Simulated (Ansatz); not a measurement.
**ClH₃SeSi: one species, many methods**

One table from this session's results is given with a row withheld; the runs are named, their logs left out.

Program: Ansatz 0.2.0, Gaussian basis. Level of theory: functionals in def2-TZVPP, the program's frozen cores in correlated methods. These are calculated values, not measurements.

Levels to be run: LDA (SPW92), PBE-D4, revPBE-D4, BLYP-D4, r2SCAN-D4, B97M-V, PBE0-D4, B3LYP-D4, r2SCANh-D4, r2SCAN0-D4, HSE06-D4, BHLYP-D4, CAM-B3LYP-D4, LC-ωPBE, ωB97X-V, ωB97M-V, B2PLYP, PBE-QIDH; CCSD(T)/def2-SVP; CCSD(T)/def2-TZVPP; MP2/def2-QZVPP; extrapolation to the limit; RPA on PBE.

### The geometry

The geometry comes from an earlier relaxation with PBE0-D4 in a triple-zeta def2 set; it is a stationary point.

6 atoms, charge 0, spin multiplicity 1.

Atoms are counted from 1 here; the program's logs count them from 0.

Bond lengths: Cl1–Si2 2.048 Å, Si2–Se3 2.271 Å, Si2–H4 1.481 Å, Si2–H5 1.481 Å, Se3–H6 1.471 Å. Angles: Cl1–Si2–Se3 106.0°, Cl1–Si2–H4 108.5°, Cl1–Si2–H5 108.4°, Se3–Si2–H4 111.7°, Se3–Si2–H5 111.8°, H4–Si2–H5 110.2°, Si2–Se3–H6 91.4°.

The first run:

in.yaml reads:

```yaml
crystal:
  periodic: [false, false, false]
  atoms:
    - {symbol: Cl, position_ang: [-2.338106, 0.106554, -0.077355]}
    - {symbol: Si, position_ang: [-0.321133, -0.072298, -0.384657]}
    - {symbol: Se, position_ang: [0.656166, 0.317960, 1.627247]}
    - {symbol: H, position_ang: [-0.039277, -1.440930, -0.874089]}
    - {symbol: H, position_ang: [0.088346, 0.926310, -1.398162]}
    - {symbol: H, position_ang: [1.996004, 0.098304, 1.060815]}
basis:
  gaussian: {orbitals: def2-TZVPP}
hamiltonian: {xc: lda}
output: {orbitals: {seedname: orbitals}}
```

Among the steps run: LDA; PBE-D4 (GGA); revPBE-D4 (GGA); BLYP-D4 (GGA); r2SCAN-D4 (meta-GGA); B97M-V (meta-GGA); PBE0-D4 (hybrid); B3LYP-D4 (hybrid); r2SCANh-D4 (hybrid); r2SCAN0-D4 (hybrid); HSE06-D4 (hybrid); BHLYP-D4 (hybrid); CAM-B3LYP-D4 (range-separated); LC-ωPBE-D4 (range-separated; the results give it without D4); ωB97X-V (range-separated); ωB97M-V (range-separated); B2PLYP (double hybrid); PBE-QIDH (double hybrid).

One table of the session follows, with a row left open; its other results are not shown here.

It belongs to the step «Orbital energies across the functionals». 

| functional | HOMO (eV) | gap (eV) |
| --- | --- | --- |
| LDA (SPW92) | -6.29 | 4.84 |
| PBE-D4 | -6.17 | 4.93 |
| revPBE-D4 | -6.12 | 4.97 |
| BLYP-D4 | -5.99 | 4.89 |
| r2SCAN-D4 | -6.46 | 5.50 |
| B97M-V | -6.55 | 5.50 |
| PBE0-D4 | -7.34 | 6.96 |
| B3LYP-D4 | -7.09 | 6.51 |
| r2SCANh-D4 | -6.88 | 6.23 |
| r2SCAN0-D4 | ? | ? |
| HSE06-D4 | -6.94 | 6.19 |
| BHLYP-D4 | -8.34 | 8.90 |
| CAM-B3LYP-D4 | -8.61 | 9.30 |
| LC-ωPBE | -10.00 | 11.83 |
| ωB97X-V | -9.65 | 11.36 |
| ωB97M-V | -9.50 | 10.99 |

**Question.** Estimate the row for r2SCAN0-D4.

Worked estimate for «HOMO (eV)». Against the share of exact exchange, r2SCAN-D4 (0, -6.46), r2SCANh-D4 (0.1, -6.88) give a slope of -4.20 per unit share; at 0.25 the line stands at -7.51.

The run gave: HOMO (eV): -7.52; gap (eV): 7.32. In «HOMO (eV)» the line misses by +0.01.
